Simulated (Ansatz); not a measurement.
Set up this calculation in Ansatz 0.2.0, as the native input.

- Task: phonons
- Functional: PBEsol
- Potentials or basis: all-electron LAPW, scalar-relativistic
- Cutoff: 251 eV (chosen from the basis error)
- Basis error allowed: 0.001 eV/atom
- k mesh: 8 × 8 × 7
- Occupations: fermi-dirac, width 0.05 eV
- Spin: no spin polarisation

The system is NbTe.

```
CELL_PARAMETERS angstrom
3.70297 0.00000 0.00000
-1.85149 3.20687 0.00000
0.00000 0.00000 3.69421
ATOMIC_POSITIONS crystal
Te 0.66667 0.33333 0.00000
Nb 0.00000 0.00000 0.50000
```

The cell comes from a database or a generator and needn't be the stable form of this composition.

One way to write it, as run:

input.yaml

```yaml
crystal:
  lattice:
    - [3.7029743866, 0.0, 0.0]
    - [-1.8514871933, 3.2068698884, 0.0]
    - [0.0, 0.0, 3.694211]
  atoms:
    - { symbol: Te, position: [0.6666666667, 0.3333333333, 0.0] }
    - { symbol: Nb, position: [0.0, 0.0, 0.5] }
kpoints:
  mp_grid: { grid: [8, 8, 7] }
scf:
  occupations: { method: fermi_dirac, width: 0.05 }
hamiltonian:
  xc: pbesol
  pseudopotentials: { kind: all_electron, lapw: { basis_error: 0.001 } }
output: {}
phonons:
  method: fd
  supercell: [1, 1, 1]
```

Potentials or basis: all-electron LAPW, scalar-relativistic.

Run with:

```sh
$ ansatz run input.yaml --threads 1 --pin off --max-ram 3072MiB --backend cpu --events-out ev --progress --plain --runs-dir out
```

It gave:

- Band gap on the k mesh: none (metal or under the smearing width)
- Highest phonon frequency at Γ: 216 cm⁻¹

Caveat: a metal's response needs a denser mesh.

Wall time 2.1 min on 1 thread of Intel(R) Xeon(R) 6975P-C (Granite Rapids) (shared host), peak memory 0.57 GiB.
